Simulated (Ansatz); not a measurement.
# SiHBr (singlet): the correlation ladder, cc-pVDZ

The task here is to estimate one member of a computed series from the others.

The runs use Ansatz 0.2.0, Gaussian basis; cc-pVDZ, core rule «outside noble gas», up to 19 orbitals frozen.

Plan: UHF; CCSD(T) on RHF; CCSD(T) on UHF; BCCD(T) on RHF; CISD; CCSDT(Q) on RHF; CCSDT(Q) on UHF; CASSCF and MRCISD+Q, 12 electrons in 9 orbitals; CASSCF and MRCISD+Q(relaxed), 12 electrons in 9 orbitals; CASSCF and NEVPT2, 12 electrons in 9 orbitals.

21 further runs of the same task are left out: 11 that didn't finish, 10 set aside as unsound or not needed.

## The geometry

The geometry is a PBE0/def2-TZVP stationary point (not a proven minimum). No spin-orbit coupling is included. The filled d shell of Br may be among the frozen orbitals whatever the setting's name suggests; the logs give the count.

3 atoms, charge 0, spin multiplicity 1.

Atoms are counted from 1 here; the program's logs count them from 0.

Bond lengths: Si1–Br2 2.245 Å, Si1–H3 1.527 Å. Angles: Br2–Si1–H3 94.0°.

Geometry (Å):

```xyz
3
charge 0, multiplicity 1
Si    0.00000   -0.09610    1.64204
Br    0.00000    0.01586   -0.60017
H     0.00000    1.42018    1.82402
```

The first run:

Contents of in.yaml:

```yaml
crystal:
  periodic: [false, false, false]
  atoms:
    - {symbol: Si, position_ang: [0.000000, -0.096101, 1.642041]}
    - {symbol: Br, position_ang: [0.000000, 0.015864, -0.600171]}
    - {symbol: H, position_ang: [0.000000, 1.420182, 1.824017]}
basis:
  gaussian: {orbitals: cc-pVDZ}
magnetization: {spin_polarized: true, initial_magnetization: 0}
hamiltonian: {xc: hf}
output: {orbitals: {seedname: orbitals}}
```

Command:

```sh
ansatz run in.yaml --threads 1 --pin off --events-out ev --progress --plain --max-ram 2393MiB
```

Among the steps run: UHF; CCSD(T) on RHF; CCSD(T) on UHF; BCCD(T) on RHF; CISD; CCSDT(Q) on RHF; CCSDT(Q) on UHF; CASSCF and MRCISD+Q, 12 electrons in 9 orbitals; CASSCF and MRCISD+Q(relaxed), 12 electrons in 9 orbitals; CASSCF and NEVPT2, 12 electrons in 9 orbitals.

One table of the session follows, with a row left open; its other results are not shown here.

| method | from RCCSDT(Q) (kJ/mol) |
| --- | --- |
| RHF | +608.6 |
| UHF | +605.7 |
| RMP2 | +97.6 |
| CISD | +68.5 |
| RCCSD | +18.6 |
| RCCSD(T) | +3.5 |
| BCCD(T) | +3.4 |
| RCCSDT | +1.3 |
| RCCSDT(Q) | 0 |
| CASSCF valence | +480.4 |
| NEVPT2 valence | ? |
| MRCISD valence | +41.4 |
| MRCISD+Q valence | +5.0 |
| MRCISD+Q(relaxed) valence | +0.7 |

Q: Estimate the row for NEVPT2 valence from the others.

**Answer.** from RCCSDT(Q) (kJ/mol): +114.1. In the column «from RCCSDT(Q) (kJ/mol)» it lies between RMP2 (+97.6) and CASSCF valence (+480.4).

Not comparable, so not listed: CCSD(T) on UHF; CCSDT(Q) on UHF (they don't share determinant, frozen orbitals or solution with the rows shown, or repeat one).

Caveats from the session: Warnings: restricted reference is unstable; spin contamination.
